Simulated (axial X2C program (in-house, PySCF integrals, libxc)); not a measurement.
**ClZrCl⁻: bond lengths and stretches, held linear**

One table from this session's results is given with a row withheld; the runs are named, their logs left out.

Computed with an in-house X2C program for linear molecules on PySCF integrals. Level: all-electron X2C, two-component (2c) or spin-free, Cl dyall-av3z, Zr dyall-v3z.

All values are calculated.

2 further runs of the same task are left out: 2 set aside as unsound or not needed.

The first run:

Contents of task.json:

```json
{"zs": [17, 40, 17], "q": -1, "bas": ["dyall-av3z", "dyall-v3z", "dyall-av3z"], "r0": [2.53, 2.53], "symm": 1, "scan": ["PBE0", "HF", "B3LYP"], "levels": ["PBE0", "HF", "B3LYP"], "nst": 2}
```

Keys: zs atomic numbers; q charge; bas basis sets; r0 starting distance in Å; symm equal bonds; scan levels of the two-bond scan (MP2 follows by itself at each HF point); levels methods; nst determinants followed.

Started as:

```
> python solin.py task.json out
```

Masses Cl 34.969, Zr 89.905, Cl 34.969 u.

Steps of the session up to this table: Scan at PBE0, 2c; Scan at HF, 2c; Scan at B3LYP, 2c.

One of the session's tables, all rows but one given; the rest of the session is left out.

| level | r(Cl–Zr) (Å) | r(Zr–Cl) (Å) | lower stretch (cm⁻¹) | upper stretch (cm⁻¹) |
| --- | --- | --- | --- | --- |
| PBE0, 2c | ? | ? | ? | ? |
| HF, 2c | 2.544 | 2.544 | 255.6 | 299.6 |
| B3LYP, 2c | 2.491 | 2.491 | 266.6 | 312.6 |
| MP2, 2c | 2.455 | 2.455 | 280.0 | 336.1 |
| PBE0, spin-free | 2.467 | 2.467 | 272.7 | 321.7 |
| HF, spin-free | 2.544 | 2.544 | 255.8 | 299.9 |
| B3LYP, spin-free | 2.491 | 2.491 | 266.8 | 312.8 |
| MP2, spin-free | 2.455 | 2.455 | 280.1 | 336.2 |

Q: Estimate the row for PBE0, 2c from the others.

As computed: r(Cl–Zr) (Å): 2.467; r(Zr–Cl) (Å): 2.467; lower stretch (cm⁻¹): 272.6; upper stretch (cm⁻¹): 321.6.

Scans not shown above were run alike.

Caveats from the session: For an anion the highest level of a functional can be positive, and the basis then holds the extra electron. The molecule was held linear; bending was not examined, so a bent shape may lie lower.
